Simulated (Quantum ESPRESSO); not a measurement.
A run of Quantum ESPRESSO 7.5 is set up as follows.

File pw.in:

```
&CONTROL
  calculation = 'scf'
  prefix = 'pwscf'
  outdir = './tmp'
  pseudo_dir = './pseudo'
  tprnfor = .true.
  tstress = .true.
  disk_io = 'nowf'
  forc_conv_thr = 0.0001
/
&SYSTEM
  ibrav = 0
  nat = 1
  ntyp = 1
  ecutwfc = 56
  ecutrho = 450
  nbnd = 11
  occupations = 'smearing'
  smearing = 'mp'
  degauss = 0.01469973
/
&ELECTRONS
  conv_thr = 2d-10
  electron_maxstep = 120
  mixing_beta = 0.5
/
ATOMIC_SPECIES
Au   196.9666 au_pbe_v1.uspp.F.UPF
CELL_PARAMETERS angstrom
   0.0000000000    2.0788010000    2.0788010000
   2.0995890100    0.0000000000    2.0788010000
   2.0995890100    2.0788010000    0.0000000000
ATOMIC_POSITIONS crystal
Au     0.0000000000    0.0000000000    0.0000000000
K_POINTS automatic
32 32 32 0 0 0
```

Potentials or basis: GBRV 1.5 PBE.

Run with:

```bash
$ OMP_NUM_THREADS=1 mpirun -n 4 pw.x -nk 4 -in pw.in > pw.out
```

Q: Estimate the pressure.

A: -1.7 GPa.

Q: Predict the band gap on the k mesh.

A: None (metal or under the smearing width).

Stress tensor (GPa, compression positive):
```
-1.88  0.00  0.00
 0.00 -1.60  0.00
 0.00  0.00 -1.60
```

Spin-orbit coupling is left out, which matters for the levels of Au.
